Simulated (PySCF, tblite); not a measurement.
# C₅H₆BrNSi₂: geometry, infrared bands and NMR shifts

Wanted: the infrared bands and NMR shifts of C₅H₆BrNSi₂ (`C#CC#C[Si@]1(Br)CN[SiH2]1`), by calculation.

Programs: tblite 0.8.0 and PySCF 2.14.0, with density-fitted response routines of our own. Each step states its level of theory. These are calculated values for one molecule in the gas phase, unless marked as measured. Atoms are numbered from 0 throughout.

## (1) The molecule as given

15 atoms, charge 0, multiplicity 1; geometry from: force field or distance geometry start.

Bonds of the start (Å): C0–C1 1.22, C1–C2 1.41, C2–C3 1.22, C3–Si4 1.81, Si4–Br5 2.22, Si4–C6 1.84, C6–N7 1.46, N7–Si8 1.78, Si8–Si4 2.21, C0–H9 1.06, C6–H10 1.11, C6–H11 1.10, N7–H12 1.05, Si8–H13 1.46, Si8–H14 1.46.

## (2) Optimising the geometry with GFN2-xTB

The job: settings as JSON, then the geometry in Å.

```
{"job": {"kind": "relax", "xc": "GFN2-xTB", "basis": "xTB"}, "charge": 0, "multiplicity": 1}
C      4.890500     0.073000    -0.369200
C      3.692300    -0.013700    -0.147800
C      2.318800    -0.128500     0.159500
C      1.133500    -0.204100     0.417200
Si    -0.612300    -0.330800     0.862100
Br    -1.092200    -1.090100     2.892900
C     -1.650200    -0.935000    -0.535400
N     -2.766500    -0.081700    -0.131000
Si    -1.787400     1.385600     0.129500
H      5.930500     0.160600    -0.553400
H     -1.896000    -2.008100    -0.430200
H     -1.235800    -0.681000    -1.519100
H     -3.292500    -0.420900     0.717000
H     -1.382500     1.980100    -1.146700
H     -2.254500     2.302400     1.168700
```

On the command line:

```bash
OMP_NUM_THREADS=1 python probes_run.py task.json out
```

The driver reads the jobs from task.json and runs them one after another.

**Question.** This job is followed by: GFN2-xTB harmonic vibrations, gas phase; GIAO PBE0/pcSseg-1 NMR shielding, non-relativistic, gas phase. Predict these results of the whole session: strongest single infrared mode (GFN2-xTB); zero-point energy (GFN2-xTB); 13C shifts against TMS (PBE0/pcSseg-1); 1H shifts against TMS (PBE0/pcSseg-1); 29Si shifts against TMS (PBE0/pcSseg-1); 79Br shifts against HBr (PBE0/pcSseg-1); 15N shifts against NH3 (PBE0/pcSseg-1).

As calculated:

| quantity | value |
| --- | --- |
| strongest single infrared mode (GFN2-xTB) | 2193 cm⁻¹, 426 km/mol |
| zero-point energy (GFN2-xTB) | 55.6 kcal/mol |
| 13C shifts against TMS (PBE0/pcSseg-1) | 104.6, 83.0, 79.5, 73.6, 58.4 ppm |
| 1H shifts against TMS (PBE0/pcSseg-1) | 5.76, 5.72, 3.93, 3.82, 1.72, -0.10 ppm |
| 29Si shifts against TMS (PBE0/pcSseg-1) | 9.4, -13.9 ppm |
| 79Br shifts against HBr (PBE0/pcSseg-1) | 87 ppm |
| 15N shifts against NH3 (PBE0/pcSseg-1) | 17.1 ppm |

In words: Relaxing lowered the energy by 1.655 eV in 117 steps; the close pair that moved most is Si4–Si8, from 2.205 to 2.326 Å. All 39 modes are real, so the xTB geometry is a minimum. The strongest single mode, at 2193 cm⁻¹, moves mainly H14. GFN2-xTB is a fitted tight-binding method: band positions and strengths are rough. Its intensities can rank the bands wrongly. At PBE0/pcSseg-1: Shielding is most anisotropic at Br5 (span 533 ppm, paramagnetic term -589 ppm). Spin-orbit coupling is left out, which matters for shieldings and couplings at and beside the heavy atoms.
